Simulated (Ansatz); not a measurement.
# Pd: the cost of one run

Program: Ansatz 0.2.0. Level of theory: DFT PBEsol, scalar-relativistic, plane waves, PAW. These are calculated values, not measurements.

3 further runs of the same task are left out: 3 set aside as unsound or not needed.

**1. Starting point**

It takes space group Fm-3m (No. 225, cubic). The conventional cell has a = 3.881 Å, b = 3.881 Å, c = 3.881 Å, α = 90.00°, β = 90.00°, γ = 90.00°. Re (site symmetry m-3m) has 12 Re at 2.74 Å as nearest neighbours.

Coordinates:

```
Re
1.0
     0.00000    1.94028    1.94028
     1.94028    0.00000    1.94028
     1.94028    1.94028    0.00000
Re
1
Direct
  0.00000 0.00000 0.00000
```

It is the result of an earlier relaxation at this level (volume 14.61 Å³/atom; gap on the mesh: none (metal)).

**2. The film's bulk: Pd**

Relaxed beforehand at this level: -6906.6497 eV/atom, gap on the mesh none (metal).

```xyz
1
Lattice="0.0000 -1.9376 -1.9376 1.9376 0.0000 -1.9376 1.9376 -1.9376 0.0000" Properties=species:S:1:pos:R:3 pbc="T T T"
Pd    0.0000    0.0000    0.0000
```

The bulk reference of Re, the base, comes from a run made before at the same settings: -10737.1816 eV/atom.

**3. Pd strained to the base's plane**

The (111) plane of Pd is fitted to the (111) plane of Re, a strain of +0.1 % along x and +0.1 % along y; the third vector and the atoms relax.

input.yaml reads:

```yaml
crystal:
  lattice:
    - [2.7439667432, 0.0, 0.0]
    - [-1.3719833716, 2.3763449068, 0.0]
    - [1.3719833716, 0.7921149689, 2.233717379]
  atoms:
    - { symbol: Pd, position: [0.0, 0.0, 0.0] }
basis:
  ecutwfc: 420
kpoints:
  mp_grid: { grid: [15, 15, 15] }
hamiltonian:
  xc: pbesol
scf:
  occupations: { method: gaussian, width: 0.1 }
output:
  forces: true
  stress: true
  eigenvalues: true
relax:
  adjacent_minimum: "off"
  f_tol: 0.01
  max_steps: 50
  cell: { fix: [a, b, gamma], stress_tol: 0.1 }
```

Q: Estimate wall time and peak memory on 1 thread of an x86-64 CPU, shared host.

About 6.4 s, with a peak of 0.42 GiB.
